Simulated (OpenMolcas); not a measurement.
# CCSD(T)/aug-cc-pVDZ run of GaCl (SMILES [Cl][Ga]), part 2 of 2

OpenMolcas 26.06. Earlier steps stand in the parts before.

### Step 3. The triplet

The input, job.input:

```
* ClGa CCSD(T)
&GATEWAY
BASLIB
$CurrDir
COORD
2
bohr
Cl     0.00000000     0.00000000    -0.04452195
Ga     0.00000000     0.00000000     4.14258202
BASIS
aug-cc-pVDZ
GROUP
NoSym
&SEWARD
&SCF
UHF
SPIN
3
PRORBITALS
0
&RASSCF
FILEORB
$Project.UnaOrb
SPIN
3
NACTEL
2 0 0
INACTIVE
23
RAS2
2
OUTORBITALS
Canonical
ORBLISTING
Nothing
&MOTRA
JOBIPH
FROZEN
14
&CCSDT
CCT
TRIPLES
3
ITERATIONS
50
EXTRAPOLATION
5 4
```

The basis set aug-cc-pVDZ is read from a file made from the Basis Set Exchange's data (not shown).

Command:

```sh
$ export MOLCAS_MEM=1860
$ pymolcas job.input > job.log
```

Log:

```text
--- Start Module: gateway ---

                                              &GATEWAY

                       available to each process: 1.9 GB of memory, 1 thread

 Basis Set     1 Label: CL.AUG-CC-PVDZ
 Basis set is read from library:.
 basistype.tbl is not found

 Basis Set     2 Label: GA.AUG-CC-PVDZ
 Basis set is read from library:.
 basistype.tbl is not found

++    Symmetry information:
      ---------------------

                    Character Table for C1

                             E
                    a        1  x, y, xy, Rz, z, xz, Ry, yz, Rx, I
--

++    Basis set information:
      ----------------------

      Basis set label: CL.AUG-CC-PVDZ.........

      Electronic valence basis set:
      ------------------
      Associated Effective Charge  17.000000 au
      Associated Actual Charge     17.000000 au
      Nuclear Model: Point charge

      Shell  nPrim  nBasis  Cartesian Spherical Contaminant
         s      13       5        X
         p       9       4        X
         d       2       2                 X

      Basis set label: GA.AUG-CC-PVDZ.........

      Electronic valence basis set:
      ------------------
      Associated Effective Charge  31.000000 au
      Associated Actual Charge     31.000000 au
      Nuclear Model: Point charge

      Shell  nPrim  nBasis  Cartesian Spherical Contaminant
         s      15       6        X
         p      12       5        X
         d       7       3                 X
--

++    Molecular structure info:
      -------------------------

                    ************************************************
                    **** Cartesian Coordinates / bohr, angstrom ****
                    ************************************************

     Center  Label                x              y              z                     x              y              z
        1      CL1              0.000000       0.000000      -0.044522              0.000000       0.000000      -0.023560
        2      GA2              0.000000       0.000000       4.142582              0.000000       0.000000       2.192160
--

            Nuclear Potential Energy            125.86264964 au

--- Stop Module: gateway /rc=_RC_ALL_IS_WELL_ ---

--- Start Module: seward ---

                                              &SEWARD

                       available to each process: 1.9 GB of memory, 1 thread

               SEWARD will generate:
                  Multipole Moment integrals up to order  2
                  Kinetic Energy integrals
                  Nuclear Attraction integrals (point charge)
                  One-Electron Hamiltonian integrals
                  Velocity integrals
                  Orbital angular momentum around (  0.0000   0.0000   2.7333 )
                  Velocity quadrupole around (  0.0000   0.0000   2.7333 )
                  Two-Electron Repulsion integrals

                   Integrals are discarded if absolute value <: 1.00E-14
                   Integral cutoff threshold is set to       <: 1.00E-16

            Nuclear Potential Energy            125.86264964 au

      Basis set specifications :
      Symmetry species         a
      Basis functions           63

--- Stop Module: seward /rc=_RC_ALL_IS_WELL_ ---
--- Module seward spent 1 second ---

--- Start Module: scf ---

                                                &SCF

                       available to each process: 1.9 GB of memory, 1 thread

++    Input section:
      --------------

      Header of the integral files:

      Cartesian coordinates in angstrom:
      -----------------------------------------------------
      No.  Label        X            Y            Z
      -----------------------------------------------------
       1   CL1        0.00000000   0.00000000  -0.02356000
       2   GA2        0.00000000   0.00000000   2.19216000
      -----------------------------------------------------
      Nuclear repulsion energy =  125.86264964
--

++    Orbital specifications:
      -----------------------

      Symmetry species               1
                                     a
      Frozen orbitals                0
      Start temperature = 0.500
      End temperature   = 0.010
      Temperature Factor= 0.460
      Deleted orbitals               0
      Total number of orbitals      63
      Number of basis functions     63
--

      Molecular charge                           0.000

++    Optimization specifications:
      ----------------------------

      SCF Algorithm: Conventional USCF
      D(i)-D(i-1) density differences are used
      Number of density matrices in core                 5
      Maximum number of NDDO SCF iterations            400
      Maximum number of HF SCF iterations              400
      Threshold for SCF energy change             1.00E-09
      Threshold for density matrix                1.00E-04
      Threshold for Fock matrix                   1.50E-04
      Threshold for linear dependence             1.00E-09
      Threshold at which DIIS is turned on        1.50E-01
      Maximum depth in the DIIS procedure                5
      Maximum depth in the BFGS Hessian update          30
      Threshold at which QNR/C2DIIS is turned on  7.50E-02
      Threshold for Norm(delta) (QNR/C2DIIS)      1.00E-03
      All orbitals punched on: UHFORB
--

      Input vectors read from INPORB
      Orbital file label: *Guess orbitals

++ Convergence information
                               UHF SCF        iterations: Energy and convergence statistics

[... 25 lines left out ...]
       Convergence after  22 Iterations
[... 3 lines left out ...]
 *                                             SCF/KS-DFT Program, Final results                                             *
 *                                                       Final Results                                                       *
[... 37 lines left out ...]
      Title: Natural orbitals
[... 119 lines left out ...]
      Dipole Moment (debye):
[... 32 lines left out ...]
      Nuclear repulsion energy =  125.86264964
[... 59 lines left out ...]
      Title:UHF natural orbitals
[... 7 lines left out ...]
                                         RASSCF iterations: Energy and convergence statistics
[... 10 lines left out ...]
      Convergence after 11 iterations
[... 7 lines left out ...]
      Note: transformation to natural orbitals
[... 2 lines left out ...]
      printout of CI-coefficients larger than  0.05 for root  1
      energy=   -2382.696815
      conf/sym  11     Coeff  Weight
[... 2 lines left out ...]
      Natural orbitals and occupation numbers for root  1
[... 3 lines left out ...]
      *                                                    Final results                                                     *
[... 2 lines left out ...]
++    Final optimization conditions:
[... 3 lines left out ...]
      RASSCF energy for state  1                  -2382.69681549
[... 9 lines left out ...]
      Final state energy(ies):
[... 2 lines left out ...]
::    RASSCF root number  1 Total energy:  -2382.69681549
      Von Neumann Entropy (Root   1) =  1.00000
[... 28 lines left out ...]
      Dipole Moment (debye):
[... 27 lines left out ...]
      Natural orbitals for root   1 are written to the RASORB.1 file
      Spin density orbitals for root   1 are written to the SPDORB.1 file
[... 10 lines left out ...]
      *** WARNING: Default frozen orbitals is overwritten by user input.
[... 14 lines left out ...]
      Nuclear repulsion energy =  125.86264964
[... 35 lines left out ...]
      Wave function specifications from previous RASSCF:
      --------------------------------------------------

      Number of closed shell electrons          46
      Number of electrons in active shells       2
      Max number of holes in RAS1 space          0
      Max number of electrons in RAS3 space      0
      Number of inactive orbitals               23
      Number of active orbitals                  2
      Number of secondary orbitals              38
      Spin quantum number                      1.0
      State symmetry                             1
      Number of configuration state fnc.         1
      Number of root(s) available                1
      CI root used                               1
      This is a high spin open shell RHF reference function

      Orbital specifications from previous RASSCF:
      --------------------------------------------

      Symmetry species                           1
      Frozen orbitals                            0
      Inactive orbitals                         23
      Active orbitals                            2
      Secondary orbitals                        38
      Deleted orbitals                           0
      Number of basis functions                 63

      SCF energy:  -2382.69681549
      -----------

      Required WRK size-sum :               757902

      Wave function specifications:
      -----------------------------

      Spin mutiplicity                           3
      State symmetry                             1

      Orbital specifications:
      -----------------------

      Symmetry species                           1
      Total no. of orbitals                     49
      No. of occupied orbitals with alpha spin  11
      No. of occupied orbitals with beta spin    9
      No. of virtual orbitals with alpha spin   38
      No. of virtual orbitals with beta spin    40

      Methods and options:
      --------------------

      Max no. of iterations                  50
      Type of denominators                  diagonal Fock matrix elements
      energy convergence criterium                0.00000010000000

 DIIS EXTRAPOLATION USED     : YES
 FIRST ITERATION OF EXT.     :  5
 EXTRAPOLATION CYCLE         :  4

 SPIN ADAPTATION             : NONE
 RST. INF. WILL BE SAVED IN  : RSTART
 PREFERENCE MATRIX MULT.     : NORMAL
 DENOMINATOR SHIFT FOR OCC.  :      0.00000
 DENOMINATOR SHIFT FOR VIRT. :      0.00000
 LEVEL OF OUTPUT PRINTING    : MINIMAL
 INPUT/OUTPUT HANDLING       : Standard SQ
 MATRIX OPERATIONS           : ESSL

  nProcs, myRank                    1                    0
  Basic Work space requirements    :              1223379
  Max Size            232498275
  Final Work space requirements    :              1415459
  Allocation of work space   : Done

      Iteration       Total enegy      Corr. energy      Difference
          1        -2382.88490649      -0.18809100      -0.18809100
          2        -2382.89689309      -0.20007760      -0.01198659
          3        -2382.90159368      -0.20477818      -0.00470059
[... 10 lines of this table left out ...]
         14        -2382.90438768      -0.20757219      -0.00000006
      Convergence after                    15  Iterations

      Total energy (diff) :   -2382.90438768      -0.00000006
      Correlation energy  :        -0.2075721884159
      Reference energy    :     -2382.6968154914121
      E1aa   contribution :      -0.00118764
      E1bb   contribution :      -0.00050185
      E2aaaa contribution :      -0.03072088
      E2bbbb contribution :      -0.02270498
      E2abab contribution :      -0.15245684

 Five largest amplitudes of :T1aa
  SYMA   SYMB   SYMI   SYMJ     A      B      I      J     VALUE
    1      0      1      0      1      0      9      0     0.0287806051
    1      0      1      0      5      0      9      0    -0.0253496786
    1      0      1      0     13      0     11      0    -0.0148195250
    1      0      1      0     23      0     11      0     0.0137842288
    1      0      1      0     26      0      7      0    -0.0124786264
 Euclidian norm is :     0.0651659825

 Five largest amplitudes of :T1bb
  SYMA   SYMB   SYMI   SYMJ     A      B      I      J     VALUE
    1      0      1      0      1      0      7      0     0.0856018944
    1      0      1      0      2      0      8      0     0.0219079599
    1      0      1      0      8      0      7      0    -0.0152702546
    1      0      1      0     26      0      7      0     0.0146686859
    1      0      1      0     18      0      7      0     0.0136382019
 Euclidian norm is :     0.0980779020

 Five largest amplitudes of :T2aaaa
  SYMA   SYMB   SYMI   SYMJ     A      B      I      J     VALUE
    1      1      1      1     21     20      9      8    -0.0251428835
    1      1      1      1      8      5     11     10    -0.0175107228
    1      1      1      1      8      1     11     10     0.0175045128
    1      1      1      1     13      6     11     10    -0.0158216677
    1      1      1      1     25      5     11     10     0.0149842762
 Euclidian norm is :     0.1266907627

 Five largest amplitudes of :T2bbbb
  SYMA   SYMB   SYMI   SYMJ     A      B      I      J     VALUE
    1      1      1      1     23     22      9      8    -0.0251305333
    1      1      1      1     35     22      9      8    -0.0131785057
    1      1      1      1     36     23      9      8     0.0130869387
    1      1      1      1     25     18      8      7    -0.0129057601
    1      1      1      1     36     35      9      8     0.0125013702
 Euclidian norm is :     0.0977754916

 Five largest amplitudes of :T2abab
  SYMA   SYMB   SYMI   SYMJ     A      B      I      J     VALUE
    1      1      1      1     16      1     10      7     0.0278347957
    1      1      1      1     21     23      8      8    -0.0273214207
    1      1      1      1     23      1     11      7     0.0267055798
    1      1      1      1     20     22      8      8    -0.0257404828
    1      1      1      1     20     22      9      9    -0.0254317152
 Euclidian norm is :     0.2826441110

      Happy Landing!

  **********************************
   Triples Contribution Calculation
  **********************************

 NORB  49
 NOA   11
 NOB    9
 NVA   38
 NVB   40

 NUMBER OF IRREPS             :  1
 MULTIPLICITY                 :  3
 OVERALL SYMMETRY STATE       :  1
 METHOD                       : CCSD+T(CCSD)+<T3(1)WT1>+<T3(1)UT2> = CCSD(T)
 TYPE OF DENOMINATOR          : DIAGONAL
 SPIN ADAPTATION             : NONE
 CCSD RESULTS LOAD FROM FILE : RSTART
 PREFERENCE MATRIX MULT.     : NORMAL
 DENOMINATOR SHIFT FOR OCC.  :  0.00000E+00
 DENOMINATOR SHIFT FOR VIRT. :  0.00000E+00
 LEVEL OF OUTPUT PRINTING    : MINIMAL
 INPUT/OUTPUT HANDLING       : Standard SQ
 MATRIX HANDLING             : ESSL
 IJ CYCLE SEGMENTED          : NO

  Work space requirements :               851240
  Allocation of work space : Done
       CCSD     =     -2382.9043876798282
       T3 corr. =        -0.0071032440096
       CCSD + T3=     -2382.9114909238378
  T3 energy decomposition into spin parts
  Eaaa =  -2.7594914757517457E-004
  Eaab =  -3.7368488121402076E-003
  Eabb =  -2.9052700069854128E-003
  Ebbb =  -1.8517604290728835E-004

      Happy Landing!

--- Stop Module: ccsdt /rc=_RC_ALL_IS_WELL_ ---
--- Module ccsdt spent 5 seconds ---

.##################.
.# Happy landing! #.
.##################.

    Timing: Wall=10.51 User=8.95 System=1.53
```

Run time: 11 s. Hardware: 1 thread of Arm Neoverse V1, shared host; peak memory 0.4 GiB.

### Step 4. Results

What follows sums up all 2 parts.

At CCSD(T)/aug-cc-pVDZ, 14 core orbitals frozen:

| quantity | value |
| --- | --- |
| singlet: total energy | -2383.03695 Eh |
| singlet: dipole moment (mean-field density) | 2.48 D |
| singlet: HOMO energy (Hartree–Fock orbitals) | -9.62 eV |
| singlet: LUMO energy (Hartree–Fock orbitals) | 0.42 eV |
| singlet: HOMO–LUMO gap (Hartree–Fock orbitals) | 10.04 eV |
| singlet: correlation energy (14 core orbitals frozen) | -239.7 mEh |
| singlet: (T) correction | -7.67 mEh |
| triplet: total energy | -2382.91149 Eh |
| triplet: (T) correction | -7.10 mEh |
| vertical energy of the triplet above the singlet | 3.414 eV |

**Reading.** At this shape the triplet lies 3.41 eV (329 kJ/mol) above the singlet. The triples (singlet) make up 3.2 % of the correlation energy.
